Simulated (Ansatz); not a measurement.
# C₆H₁₅GaOS: a ladder of functionals and wavefunction methods

One table from this session's results is given with a row withheld; the runs are named, their logs left out.

Computed with Ansatz 0.2.0, Gaussian basis. Level: functionals in def2-TZVPP, the program's frozen cores in correlated methods.

Plan: LDA (SPW92), PBE-D4, revPBE-D4, BLYP-D4, r2SCAN-D4, B97M-V, PBE0-D4, B3LYP-D4, r2SCANh-D4, r2SCAN0-D4, HSE06-D4, BHLYP-D4, CAM-B3LYP-D4, LC-ωPBE, ωB97X-V, ωB97M-V, B2PLYP, PBE-QIDH; CCSD(T)/def2-SVP; CCSD(T)/def2-TZVPP; MP2/def2-QZVPP; extrapolation to the limit; RPA on PBE.

## The relaxed structure

The geometry comes from an earlier relaxation with PBE0-D4 in a triple-zeta def2 set; it is a stationary point, not always the lowest conformer.

SMILES `CC(C)[O][Ga]([SH])[CH](C)C`, 24 atoms, charge 0, spin multiplicity 1.

Atoms are counted from 1 here; the program's logs count them from 0.

Bond lengths: C1–C2 1.516 Å, C1–H10 1.092 Å, C1–H11 1.093 Å, C1–H12 1.093 Å, C2–C3 1.518 Å, C2–O4 1.412 Å, C2–H13 1.102 Å, C3–H14 1.093 Å, C3–H15 1.093 Å, C3–H16 1.093 Å, O4–Ga5 1.786 Å, Ga5–S6 2.203 Å, Ga5–C7 1.982 Å, S6–H17 1.343 Å, C7–C8 1.525 Å, C7–C9 1.526 Å, C7–H18 1.096 Å, C8–H19 1.093 Å and more. Angles: C2–C1–H10 110.5°, C2–C1–H11 109.8°, C2–C1–H12 111.1°, H10–C1–H11 108.1°, H10–C1–H12 108.6°, H11–C1–H12 108.6°, C1–C2–C3 111.9°, C1–C2–O4 108.3°, C1–C2–H13 108.1°, C3–C2–O4 109.8°, C3–C2–H13 108.2°, O4–C2–H13 110.6°, C2–C3–H14 111.2°, C2–C3–H15 109.8°, C2–C3–H16 110.9°, H14–C3–H15 108.6°, H14–C3–H16 108.2°, H15–C3–H16 108.1° and more.

Coordinates:

```xyz
24
charge 0, multiplicity 1
C     0.17006   -1.76861   -2.45268
C     0.29846   -1.31467   -1.01190
C     1.12127   -2.28524   -0.18495
O    -0.99829   -1.20012   -0.46617
Ga   -1.52218    0.10524    0.63369
S    -3.59732   -0.26898    1.27050
C    -0.40040    1.65861    1.13953
C     0.90710    1.23097    1.79800
C    -0.15147    2.56623   -0.06208
H    -0.42073   -1.05284   -3.02752
H    -0.33582   -2.73650   -2.49218
H     1.15151   -1.86807   -2.92322
H     0.80881   -0.33754   -1.00570
H     2.12440   -2.40800   -0.60156
H     0.63071   -3.26146   -0.16293
H     1.22054   -1.93234    0.84497
H    -3.65337    0.84708    2.01628
H    -0.99563    2.21182    1.87445
H     0.74590    0.62054    2.69036
H     1.53569    0.65465    1.11381
H     1.48701    2.10983    2.10370
H     0.41340    2.05437   -0.84651
H    -1.07976    2.93093   -0.50951
H     0.43519    3.44351    0.23512
```

The first run:

in.yaml

```yaml
crystal:
  periodic: [false, false, false]
  atoms:
    - {symbol: C, position_ang: [0.170062, -1.768611, -2.452684]}
    - {symbol: C, position_ang: [0.298460, -1.314668, -1.011901]}
    - {symbol: C, position_ang: [1.121272, -2.285236, -0.184951]}
    - {symbol: O, position_ang: [-0.998292, -1.200115, -0.466172]}
    - {symbol: Ga, position_ang: [-1.522175, 0.105244, 0.633694]}
    - {symbol: S, position_ang: [-3.597316, -0.268985, 1.270497]}
    - {symbol: C, position_ang: [-0.400400, 1.658608, 1.139528]}
    - {symbol: C, position_ang: [0.907099, 1.230965, 1.797999]}
    - {symbol: C, position_ang: [-0.151472, 2.566227, -0.062078]}
    - {symbol: H, position_ang: [-0.420726, -1.052841, -3.027520]}
    - {symbol: H, position_ang: [-0.335822, -2.736503, -2.492178]}
    - {symbol: H, position_ang: [1.151513, -1.868074, -2.923221]}
    - {symbol: H, position_ang: [0.808815, -0.337540, -1.005700]}
    - {symbol: H, position_ang: [2.124396, -2.407999, -0.601559]}
    - {symbol: H, position_ang: [0.630712, -3.261459, -0.162934]}
    - {symbol: H, position_ang: [1.220536, -1.932337, 0.844973]}
    - {symbol: H, position_ang: [-3.653373, 0.847075, 2.016278]}
    - {symbol: H, position_ang: [-0.995630, 2.211819, 1.874453]}
    - {symbol: H, position_ang: [0.745904, 0.620541, 2.690365]}
    - {symbol: H, position_ang: [1.535691, 0.654646, 1.113812]}
    - {symbol: H, position_ang: [1.487008, 2.109833, 2.103704]}
    - {symbol: H, position_ang: [0.413404, 2.054375, -0.846509]}
    - {symbol: H, position_ang: [-1.079763, 2.930926, -0.509514]}
    - {symbol: H, position_ang: [0.435195, 3.443512, 0.235117]}
basis:
  gaussian: {orbitals: def2-TZVPP}
hamiltonian: {xc: lda}
output: {orbitals: {seedname: orbitals}}
```

Among the steps run: LDA; PBE-D4 (GGA); revPBE-D4 (GGA); BLYP-D4 (GGA); r2SCAN-D4 (meta-GGA); B97M-V (meta-GGA); PBE0-D4 (hybrid); B3LYP-D4 (hybrid); r2SCANh-D4 (hybrid); r2SCAN0-D4 (hybrid); HSE06-D4 (hybrid); BHLYP-D4 (hybrid); CAM-B3LYP-D4 (range-separated); LC-ωPBE (range-separated); ωB97X-V (range-separated); ωB97M-V (range-separated); B2PLYP (double hybrid); PBE-QIDH (double hybrid).

One table of the session follows, with a row left open; its other results are not shown here.

It belongs to the step «Orbital energies across the functionals». 

| functional | HOMO (eV) | gap (eV) |
| --- | --- | --- |
| LDA (SPW92) | -6.12 | 4.63 |
| PBE-D4 | -5.97 | 4.78 |
| revPBE-D4 | -5.90 | 4.86 |
| BLYP-D4 | ? | ? |
| r2SCAN-D4 | -6.26 | 5.29 |
| B97M-V | -6.37 | 5.21 |
| PBE0-D4 | -7.28 | 6.86 |
| B3LYP-D4 | -7.02 | 6.36 |
| r2SCANh-D4 | -6.75 | 6.06 |
| r2SCAN0-D4 | -7.48 | 7.18 |
| HSE06-D4 | -6.88 | 6.09 |
| BHLYP-D4 | -8.40 | 8.74 |
| CAM-B3LYP-D4 | -8.60 | 9.09 |
| LC-ωPBE | -9.96 | 11.62 |
| ωB97X-V | -9.63 | 11.10 |
| ωB97M-V | -9.51 | 10.74 |

**Question.** Estimate the row for BLYP-D4.

Worked estimate for «HOMO (eV)». Against the share of exact exchange, B3LYP-D4 (0.2, -7.02), BHLYP-D4 (0.5, -8.40) give a slope of -4.60 per unit share; at 0 the line stands at -6.10.

**Answer.** HOMO (eV): -5.82; gap (eV): 4.72. In «HOMO (eV)» the line misses by -0.28.
